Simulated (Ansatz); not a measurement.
# H10O12Si4: the cost of one run

Computed with Ansatz 0.2.0 (DFT PBE, Gaussian basis def2-TZVP, unless a step's input says otherwise).

**1. The structure to begin with**

Bond lengths (14 of 25 bonds, heavy atoms first): Si1–O2 1.726 Å, O2–Si3 1.726 Å, Si3–O4 1.719 Å, Si3–O5 1.717 Å, Si3–O6 1.718 Å, Si1–O7 1.728 Å, O7–Si8 1.728 Å, Si8–O9 1.718 Å, Si8–O10 1.718 Å, Si8–O11 1.717 Å, Si1–O12 1.727 Å, O12–Si13 1.725 Å, Si13–O14 1.716 Å, Si13–O15 1.720 Å. Angles (14 of 36 angles, heavy atoms first): Si1–O2–Si3 107.7°, O2–Si1–O7 110.0°, O2–Si1–O12 109.8°, O7–Si1–O12 110.5°, O2–Si3–O4 110.5°, O2–Si3–O5 108.8°, O2–Si3–O6 110.3°, O4–Si3–O5 108.9°, O4–Si3–O6 109.4°, O5–Si3–O6 108.8°, Si1–O7–Si8 108.7°, O7–Si8–O9 110.6°, O7–Si8–O10 110.6°, O7–Si8–O11 108.6°.

Coordinates:

```xyz
26

Si   -1.1403    0.8061    0.1630
O    -1.9456    2.2797   -0.2340
Si   -0.8830    3.2045   -1.2321
O    -0.5027    2.3422   -2.6693
O    -1.6612    4.6749   -1.6554
O     0.5659    3.5701   -0.3840
O    -2.0033   -0.0194    1.4120
Si   -3.5794   -0.4186    0.8258
O    -4.4353    1.0013    0.3744
O    -3.4711   -1.4767   -0.5236
O    -4.4448   -1.2098    2.0797
O    -1.0112   -0.1883   -1.2435
Si    0.2541   -1.3277   -0.9676
O     0.3107   -2.4171   -2.2925
O     1.7650   -0.5141   -0.8540
O    -0.0458   -2.2209    0.4712
H     0.1921    1.1285    0.7035
H    -1.3808    2.1301   -3.0752
H    -2.5121    4.3960   -2.0785
H     0.2646    4.0246    0.4426
H    -4.4689    1.5469    1.2002
H    -3.0014   -2.2770   -0.1777
H    -5.3292   -1.4140    1.6838
H     0.4570   -1.8408   -3.0844
H     2.0165   -0.5685    0.1021
H     0.6897   -2.8825    0.5145
```

**2. Relaxing the atoms: H10O12Si4**

input.yaml reads:

```yaml
crystal:
  periodic: [false, false, false]
  atoms:
    - { symbol: Si, position_ang: [-1.140344, 0.806056, 0.162989] }
    - { symbol: O, position_ang: [-1.945578, 2.279704, -0.234032] }
    - { symbol: Si, position_ang: [-0.883045, 3.204517, -1.232073] }
    - { symbol: O, position_ang: [-0.502736, 2.342161, -2.669281] }
    - { symbol: O, position_ang: [-1.661245, 4.674921, -1.655436] }
    - { symbol: O, position_ang: [0.565886, 3.570097, -0.384024] }
    - { symbol: O, position_ang: [-2.003348, -0.019433, 1.41204] }
    - { symbol: Si, position_ang: [-3.579391, -0.418635, 0.825822] }
    - { symbol: O, position_ang: [-4.435264, 1.001309, 0.374368] }
    - { symbol: O, position_ang: [-3.471059, -1.476748, -0.523567] }
    - { symbol: O, position_ang: [-4.444768, -1.209843, 2.07966] }
    - { symbol: O, position_ang: [-1.011207, -0.188261, -1.243503] }
    - { symbol: Si, position_ang: [0.254051, -1.327679, -0.96758] }
    - { symbol: O, position_ang: [0.31067, -2.417111, -2.292505] }
    - { symbol: O, position_ang: [1.76496, -0.514085, -0.854035] }
    - { symbol: O, position_ang: [-0.045816, -2.2209, 0.47117] }
    - { symbol: H, position_ang: [0.192073, 1.128458, 0.703515] }
    - { symbol: H, position_ang: [-1.380779, 2.130078, -3.07524] }
    - { symbol: H, position_ang: [-2.512103, 4.39605, -2.078525] }
    - { symbol: H, position_ang: [0.264603, 4.024614, 0.442615] }
    - { symbol: H, position_ang: [-4.468941, 1.546863, 1.200169] }
    - { symbol: H, position_ang: [-3.001403, -2.277019, -0.177687] }
    - { symbol: H, position_ang: [-5.329233, -1.414048, 1.683797] }
    - { symbol: H, position_ang: [0.45697, -1.840767, -3.084427] }
    - { symbol: H, position_ang: [2.01652, -0.568504, 0.102119] }
    - { symbol: H, position_ang: [0.689668, -2.882456, 0.514472] }
basis:
  gaussian: { orbitals: def2-TZVP }
hamiltonian:
  xc: pbe
relax:
  f_tol: 0.004
  max_steps: 200
output:
  orbitals: {}
```

Started as:

```console
$ ansatz run input.yaml --threads 4 --pin off --max-ram 10240MiB --backend cpu --events-out ev --progress --plain --runs-dir out
```

Q: Estimate wall time and peak memory on 4 threads of Intel Xeon Platinum 8375C at 2.90GHz (Ice Lake), shared host.

About 20 min, with a peak of 2.3 GiB.
